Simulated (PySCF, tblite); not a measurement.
# C₁₀H₁₆: geometry, infrared bands and NMR shifts

What infrared bands and NMR shifts should C₁₀H₁₆ (`C=C1CCC[C@@H]1C1CCC1`) show?

Computed with tblite 0.8.0 and PySCF 2.14.0, with density-fitted response routines of our own, on a single molecule in the gas phase. Atoms are numbered from 0 throughout.

**1. The starting structure**

26 atoms, charge 0, multiplicity 1; geometry from: force field or distance geometry start.

Bonds of the start (Å): C0–C1 1.34, C1–C2 1.49, C2–C3 1.52, C3–C4 1.54, C4–C5 1.54, C5–C6 1.53, C6–C7 1.57, C7–C8 1.55, C8–C9 1.55, C5–C1 1.51, C9–C6 1.55, C0–H10 1.08, C0–H11 1.09, C2–H12 1.11, C2–H13 1.10, C3–H14 1.10, C3–H15 1.08, C4–H16 1.10, C4–H17 1.09, C5–H18 1.10, C6–H19 1.09, C7–H20 1.09, C7–H21 1.09, C8–H22 1.10, C8–H23 1.08, C9–H24 1.09, C9–H25 1.09.

**2. Geometry optimisation with GFN2-xTB**

Job settings and geometry (Å):

```
{"job": {"kind": "relax", "xc": "GFN2-xTB", "basis": "xTB"}, "charge": 0, "multiplicity": 1}
C     -1.560000    -1.785600    -1.075700
C     -1.456900    -0.650800    -0.370700
C     -2.479900     0.432800    -0.345900
C     -1.848200     1.544800     0.476300
C     -0.924100     0.790300     1.447700
C     -0.331600    -0.340500     0.594900
C      0.903600     0.139100    -0.178600
C      2.179100     0.430800     0.681300
C      3.007200    -0.133700    -0.495200
C      1.754500    -0.953700    -0.882800
H     -0.819100    -2.565200    -1.029200
H     -2.427400    -1.956400    -1.720000
H     -3.407100     0.078900     0.149400
H     -2.730400     0.792400    -1.356700
H     -2.595900     2.145900     1.018200
H     -1.273300     2.216100    -0.143600
H     -0.169900     1.460200     1.878900
H     -1.515400     0.365100     2.263700
H     -0.085800    -1.194500     1.241800
H      0.685300     0.976400    -0.846100
H      2.346800     1.483000     0.926800
H      2.252800    -0.168900     1.594200
H      3.288400     0.634300    -1.225100
H      3.881900    -0.714800    -0.223000
H      1.726200    -1.937100    -0.412000
H      1.577900    -1.066100    -1.955100
```

Run with:

```console
$ OMP_NUM_THREADS=1 python probes_run.py task.json out
```

The driver reads the jobs from task.json and runs them one after another.

**Question.** This job is followed by: GFN2-xTB harmonic vibrations, gas phase; GIAO PBE0/pcSseg-1 NMR shielding, non-relativistic, gas phase. Predict these results of the whole session: strongest single infrared mode (GFN2-xTB); zero-point energy (GFN2-xTB); 13C shifts against TMS (PBE0/pcSseg-1); 1H shifts against TMS (PBE0/pcSseg-1); surface potential, 1st and 99th percentile.

As calculated:

| quantity | value |
| --- | --- |
| strongest single infrared mode (GFN2-xTB) | 3020 cm⁻¹, 136 km/mol |
| zero-point energy (GFN2-xTB) | 146.8 kcal/mol |
| 13C shifts against TMS (PBE0/pcSseg-1) | 163.7, 112.2, 57.3, 38.2, 35.9, 32.7, 28.4, 27.4, 26.9, 16.0 ppm |
| 1H shifts against TMS (PBE0/pcSseg-1) | 5.31, 5.16, 2.59, 2.48, 2.30, 2.17, 2.09, 2.06, 1.87, 1.85, 1.77, 1.68, 1.67, 1.66 ppm and more |
| surface potential, 1st and 99th percentile | -0.74 V and 0.51 V |

Over 65 steps the energy fell by 0.191 eV; of the close pairs, C6–C7 changed most, 1.566 to 1.541 Å. All 72 modes are real, so the xTB geometry is a minimum. GFN2-xTB is a fitted tight-binding method: band positions and strengths are rough. Its intensities can rank the bands wrongly. C1 (fully substituted alkene carbon) lies farthest downfield among carbon, at 163.7 ppm; the olefinic region. At PBE0/pcSseg-1: The widest tensor belongs to C1: span 216 ppm, with a paramagnetic part of -238 ppm.
